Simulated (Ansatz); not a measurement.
# CH6B2O: the cost of one run

All numbers are computed with Ansatz 0.2.0, driven from Python. Level of theory: PBE0+D4/cc-pVDZ.

## Step 1: The structure

Bond lengths: B1–O2 1.463 Å, O2–B3 1.464 Å, B3–C4 1.589 Å, B1–H5 1.182 Å, B1–H6 1.182 Å, B3–H7 1.183 Å, C4–H8 1.109 Å, C4–H9 1.110 Å, C4–H10 1.109 Å. Angles: B1–O2–B3 105.6°, O2–B1–H5 120.1°, O2–B1–H6 120.1°, H5–B1–H6 119.7°, O2–B3–C4 120.5°, O2–B3–H7 119.9°, C4–B3–H7 119.5°, B3–C4–H8 109.4°, B3–C4–H9 109.9°, B3–C4–H10 109.4°, H8–C4–H9 109.3°, H8–C4–H10 109.4°, H9–C4–H10 109.3°.

No structure file is read: the coordinates are typed or built in the script.

## Step 2: Script

File torsion_ch6b2o.py:

```python
# -*- coding: utf-8 -*-
from dataclasses import dataclass

import ansatz as az
from ase import Atoms


@dataclass(frozen=True)
class Options:
    basis: str = "cc-pVDZ"
    functional: str = "PBE0"
    dispersion: str = "d4"
    force_tol: float = 0.02


settings = Options()

atoms = Atoms(["B", "O", "B", "C", "H", "H", "H", "H", "H", "H"], positions=[
    (1.8572, 0.1459, -0.2994),
    (0.6798, 0.2423, -1.1631),
    (-0.431, 0.5972, -0.2776),
    (-1.3673, -0.5322, 0.3342),
    (2.1582, -0.8927, 0.1786),
    (2.5484, 1.0902, -0.1312),
    (-0.6837, 1.7348, -0.0765),
    (-2.4073, -0.3822, -0.0217),
    (-1.0104, -1.5334, 0.0151),
    (-1.3439, -0.4699, 1.4416),
])

first = (
    az.Crystal.molecule_from_ase(atoms).calculation()
    .basis(gaussian=settings.basis)
    .functional(settings.functional, dispersion=settings.dispersion)
    .relax(force_tolerance=settings.force_tol, max_steps=80)
)
atoms.positions = first.run(threads=1).report["positions_ang"]

start = atoms.get_dihedral(2, 1, 0, 4)
energies = {}
for turn in range(0, 360, 40):
    turned = atoms.copy()
    turned.set_dihedral(2, 1, 0, 4, start + turn, indices=[0, 4, 5])
    calc = (
        az.Crystal.molecule_from_ase(turned).calculation()
        .basis(gaussian=settings.basis)
        .functional(settings.functional, dispersion=settings.dispersion)
    )
    energies[round((start + turn) % 360)] = calc.run(threads=1).report["free_energy_ev"]
floor = min(energies.values())
print("dihedral B2-O1-B0-H4 (deg)   E - E(min) (kJ/mol)")
for angle, e in sorted(energies.items()):
    print(f"{angle:8d} {96.485332 * (e - floor):14.3f}  " + "#" * int(30 * (e - floor) / max(max(energies.values()) - floor, 1e-9)))
```

## Step 3: What the engine is handed

The engine receives this input (first run):

```yaml
crystal:
  periodic: [false, false, false]
  atoms:
    - { symbol: B, position_ang: [1.8572, 0.1459, -0.2994] }
    - { symbol: O, position_ang: [0.6798, 0.2423, -1.1631] }
    - { symbol: B, position_ang: [-0.431, 0.5972, -0.2776] }
    - { symbol: C, position_ang: [-1.3673, -0.5322, 0.3342] }
    - { symbol: H, position_ang: [2.1582, -0.8927, 0.1786] }
    - { symbol: H, position_ang: [2.5484, 1.0902, -0.1312] }
    - { symbol: H, position_ang: [-0.6837, 1.7348, -0.0765] }
    - { symbol: H, position_ang: [-2.4073, -0.3822, -0.0217] }
    - { symbol: H, position_ang: [-1.0104, -1.5334, 0.0151] }
    - { symbol: H, position_ang: [-1.3439, -0.4699, 1.4416] }
basis:
  gaussian:
    orbitals: cc-pVDZ
hamiltonian:
  xc: pbe0
  dispersion: d4
relax:
  f_tol: 0.02
  max_steps: 80
```

## Step 4: The run

Started as:

```sh
python torsion_ch6b2o.py
```

Q: Estimate wall time and peak memory on 1 thread of INTEL XEON PLATINUM 8581C at 2.10GHz (Emerald Rapids), shared host.

About 54 s, with a peak of 0.24 GiB.
